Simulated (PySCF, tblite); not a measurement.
# C6H9BrSSi: geometry, infrared bands and NMR shifts

What infrared bands and NMR shifts should C6H9BrSSi (`C#C[C@H](C=C)CS[SiH2]Br`) show?

Programs: tblite 0.8.0 and PySCF 2.14.0, with density-fitted response routines of our own. Each step states its level of theory. These are calculated values for one molecule in the gas phase, unless marked as measured. Atoms count from 0, in the outputs and in this text.

## 1. The starting structure

18 atoms, charge 0, multiplicity 1; geometry from: force field or distance geometry start.

Bonds of the start (Å): C0–C1 1.20, C1–C2 1.48, C2–C3 1.52, C3–C4 1.35, C2–C5 1.55, C5–S6 1.84, S6–Si7 2.15, Si7–Br8 2.22, C0–H9 1.07, C2–H10 1.08, C3–H11 1.08, C4–H12 1.09, C4–H13 1.08, C5–H14 1.09, C5–H15 1.09, Si7–H16 1.48, Si7–H17 1.47.

## 2. Geometry optimisation with GFN2-xTB

Job settings and geometry (Å):

```
{"job": {"kind": "relax", "xc": "GFN2-xTB", "basis": "xTB"}, "charge": 0, "multiplicity": 1}
C     -2.305900    -2.426000     0.324700
C     -1.556300    -1.494000     0.238100
C     -0.596000    -0.368000     0.157000
C     -1.290000     0.871500     0.698500
C     -0.910900     1.507700     1.826600
C     -0.153700    -0.191100    -1.315300
S      1.039000     1.169400    -1.628300
Si     2.868100     0.543700    -0.684900
Br     3.553500    -1.341800    -1.629300
H     -2.998200    -3.242200     0.402900
H      0.261600    -0.616500     0.771600
H     -2.148000     1.240500     0.151100
H     -1.452400     2.391700     2.167500
H     -0.062500     1.176500     2.413800
H      0.278400    -1.117900    -1.686600
H     -1.023400     0.014000    -1.935400
H      2.598000     0.300900     0.753700
H      3.889900     1.587800    -0.857000
```

Launch:

```console
$ OMP_NUM_THREADS=1 python probes_run.py task.json out
```

The driver reads the jobs from task.json and runs them one after another.

**Question.** This job is followed by: GFN2-xTB harmonic vibrations, gas phase; GIAO PBE0/pcSseg-1 NMR shielding, non-relativistic, gas phase. What will the session give for the following? strongest single infrared mode (GFN2-xTB); zero-point energy (GFN2-xTB); 13C shifts against TMS (PBE0/pcSseg-1); 1H shifts against TMS (PBE0/pcSseg-1); 33S shifts against CS2 (PBE0/pcSseg-1); 29Si shifts against TMS (PBE0/pcSseg-1); 79Br shifts against HBr (PBE0/pcSseg-1).

**Answer**, as computed:

| quantity | value |
| --- | --- |
| strongest single infrared mode (GFN2-xTB) | 701 cm⁻¹, 526 km/mol |
| zero-point energy (GFN2-xTB) | 78.7 kcal/mol |
| 13C shifts against TMS (PBE0/pcSseg-1) | 146.7, 125.5, 88.1, 79.3, 39.5, 38.0 ppm |
| 1H shifts against TMS (PBE0/pcSseg-1) | 5.93, 5.81, 5.58, 5.54, 5.49, 3.43, 2.94, 2.66, 1.74 ppm |
| 33S shifts against CS2 (PBE0/pcSseg-1) | -121 ppm |
| 29Si shifts against TMS (PBE0/pcSseg-1) | -5.2 ppm |
| 79Br shifts against HBr (PBE0/pcSseg-1) | -118 ppm |

The optimisation took 118 steps and gained 0.172 eV; among the close pairs (by a distance rule), C3–C4 changed most, from 1.349 to 1.318 Å. No mode is imaginary among the 48: a minimum at this level. The strongest single mode, at 701 cm⁻¹, moves mainly H16 and H17. GFN2-xTB is a fitted tight-binding method: band positions and strengths are rough. Its intensities can rank the bands wrongly. The most deshielded carbon is C3 (alkene CH), at 146.7 ppm: the olefinic region. At PBE0/pcSseg-1: The widest tensor belongs to Br8: span 347 ppm, with a paramagnetic part of -386 ppm. Spin-orbit coupling is left out, which matters for shieldings and couplings at and beside the heavy atoms.
